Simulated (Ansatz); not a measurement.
# Cl₂HInS: basis-set convergence

An exercise on one series of results from a longer session: the logs are not shown, and one member is left open.

The runs use Ansatz 0.2.0, Gaussian basis; one geometry, several basis sets.

Plan: PBE0-D4/def2-SVP; ωB97M-V/def2-SVP; PBE0-D4/def2-QZVPP; ωB97M-V/def2-QZVPP; the functionals' def2-TZVPP values are taken from earlier runs.

## The relaxed structure

An earlier PBE0-D4 in a triple-zeta def2 set relaxation fixed the geometry. In takes the def2 core potential; no spin-orbit term is included.

SMILES `[SH][In]([Cl])[Cl]`, 5 atoms, charge 0, spin multiplicity 1.

Atoms are counted from 1 here; the program's logs count them from 0.

Bond lengths: S1–In2 2.353 Å, S1–H5 1.345 Å, In2–Cl3 2.303 Å, In2–Cl4 2.309 Å. Angles: In2–S1–H5 92.0°, S1–In2–Cl3 121.9°, S1–In2–Cl4 121.0°, Cl3–In2–Cl4 117.1°.

The first run:

Input file in.yaml:

```yaml
crystal:
  periodic: [false, false, false]
  atoms:
    - {symbol: S, position_ang: [-0.110583, 1.747653, 0.701554]}
    - {symbol: In, position_ang: [0.321077, -0.459867, 0.009322]}
    - {symbol: Cl, position_ang: [2.156403, -1.632505, 0.757060]}
    - {symbol: Cl, position_ang: [-1.092725, -1.543321, -1.459499]}
    - {symbol: H, position_ang: [-1.224273, 1.814440, -0.049839]}
basis:
  gaussian: {orbitals: def2-SVP}
hamiltonian: {xc: pbe0, dispersion: d4}
output: {orbitals: {seedname: orbitals}}
```

Among the steps run: PBE0-D4 in def2-SVP; ωB97M-V in def2-SVP; PBE0-D4 in def2-QZVPP; ωB97M-V in def2-QZVPP.

One table of the session follows, with a row left open; its other results are not shown here.

It belongs to the step «Functionals by basis». 

| functional | basis | HOMO (eV) | LUMO (eV) |
| --- | --- | --- | --- |
| PBE0-D4 | def2-SVP | -8.16 | -2.32 |
| PBE0-D4 | def2-TZVPP | -8.30 | -2.47 |
| PBE0-D4 | def2-QZVPP | -8.32 | -2.52 |
| ωB97M-V | def2-SVP | -10.29 | -0.27 |
| ωB97M-V | def2-TZVPP | -10.48 | -0.53 |
| ωB97M-V | def2-QZVPP | ? | ? |

Q: Estimate the row for ωB97M-V, def2-QZVPP from the others.

**Answer.** HOMO (eV): -10.51; LUMO (eV): -0.67. In the column «HOMO (eV)» it is the lowest.
